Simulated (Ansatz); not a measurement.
# Al: the cost of one run

Computed with Ansatz 0.2.0 (DFT r2SCAN, scalar-relativistic, plane waves, PAW, unless a step's input says otherwise).

## (1) Starting point

Symmetry: Fm-3m, No. 225, cubic system. Conventional cell: a = 4.048 Å, b = 4.048 Å, c = 4.048 Å, α = 90.00°, β = 90.00°, γ = 90.00°. Around Al (site symmetry m-3m) lie 12 Al at 2.86 Å.

Coordinates:

```cif
data_structure
_symmetry_space_group_name_H-M 'P 1'
_symmetry_Int_Tables_number 1
_cell_length_a 2.8623
_cell_length_b 2.8623
_cell_length_c 2.8623
_cell_angle_alpha 60.000
_cell_angle_beta 60.000
_cell_angle_gamma 60.000
_cell_volume 16.58
loop_
_atom_site_label
_atom_site_type_symbol
_atom_site_fract_x
_atom_site_fract_y
_atom_site_fract_z
_atom_site_occupancy
Al1 Al 0.00000 0.00000 0.00000 1
```

The cell is taken as given, not relaxed at this level.

## (2) Zero of energy

The reference gives a free energy of -540.4052 eV, pressure -3.50 GPa, largest force 0.000 eV/Å and gap on the mesh none (metal). It was computed beforehand with the settings of the runs below.

## (3) The scan: a two-dimensional strain map

The cell is strained by p along both x and y and by q along z, with fractional coordinates fixed.

## (4) Point p = -0.080, q = -0.080

Contents of input.yaml:

```yaml
crystal:
  lattice:
    - [0.0, 1.8620616, 1.8620616]
    - [1.8620616, 0.0, 1.8620616]
    - [1.8620616, 1.8620616, 0.0]
  atoms:
    - { symbol: Al, position: [0.0, 0.0, 0.0] }
basis:
  ecutwfc: 500
kpoints:
  mp_grid: { grid: [20, 20, 20] }
hamiltonian:
  xc: r2scan
scf:
  occupations: { method: gaussian, width: 0.15 }
output:
  forces: true
  stress: true
  eigenvalues: true
```

Command:

```bash
ansatz run input.yaml --threads 1 --pin off --max-ram 2560MiB --backend cpu --events-out ev --progress --plain --runs-dir out
```

**Question.** How long does this run take on 1 thread of Arm Neoverse V1, shared host, and how much memory does it need?

About 2.9 s, with a peak of 0.31 GiB.
